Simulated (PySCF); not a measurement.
# AgI: a composite coupled-cluster curve

An exercise on one series of results from a longer session: the logs are not shown, and one member is left open.

Computed with PySCF 2.14.0. Level: CCSD(T) on RHF, scalar-relativistic core potentials.

2 further runs of the same task are left out: 2 set aside as unsound or not needed.

Set-up of the first run:

| Quantity | Value |
| --- | --- |
| molecule | AgI |
| state | singlet, unpaired electrons none |
| smaller basis | Ag cc-pVTZ-PP with ECP28, I cc-pVTZ-PP with ECP28 |
| larger basis | Ag cc-pVQZ-PP with ECP28, I cc-pVQZ-PP with ECP28 |
| frozen core orbitals | 13 |
| extrapolation | correlation as n⁻³ (n = 3, 4), Hartree–Fock as (n+1)·exp(−9√n) |
| corrections | none |
| distances (Å) | 2.2647, 2.3676, 2.4706, 2.5735, 2.6764, 2.8051, 2.9338 |
| masses (u) | 106.9051, 126.9045 |
| dissociation limit | Ag + I |

Run with:

```
> OMP_NUM_THREADS=4 python comp.py task.json out
```

Steps of the session up to this table: Coupled cluster at each distance.

One of the session's tables, all rows but one given; the rest of the session is left out.

It belongs to the step «Coupled cluster at each distance». Parts of the energy along the bond, in eV from Ag + I:

```
 R (Å)  HF/CBS  CCSD corr.      (T)
2.2647  -0.842      -1.100  -0.1482
2.3676  -1.348      -0.987  -0.1349
2.4706  -1.637      -0.887  -0.1231
2.5735  -1.775      -0.799  -0.1131
2.6764       ?           ?        ?
2.8051  -1.750      -0.643  -0.0973
2.9338  -1.622      -0.576  -0.0923
```

**Question.** Estimate the row for R (Å) = 2.6764.

Worked estimate for «HF/CBS». A straight line through the neighbours (2.5735, -1.775) and (2.8051, -1.750) gives -1.775 + (-1.750 + 1.775) × (2.6764 − 2.5735) / (2.8051 − 2.5735) = -1.764; a parabola fitted to 4 rows on both sides gives -1.804.

As computed: HF/CBS: -1.807; CCSD corr.: -0.723; (T): -0.1049. In «HF/CBS» the line misses by +0.043 and the parabola by +0.003.
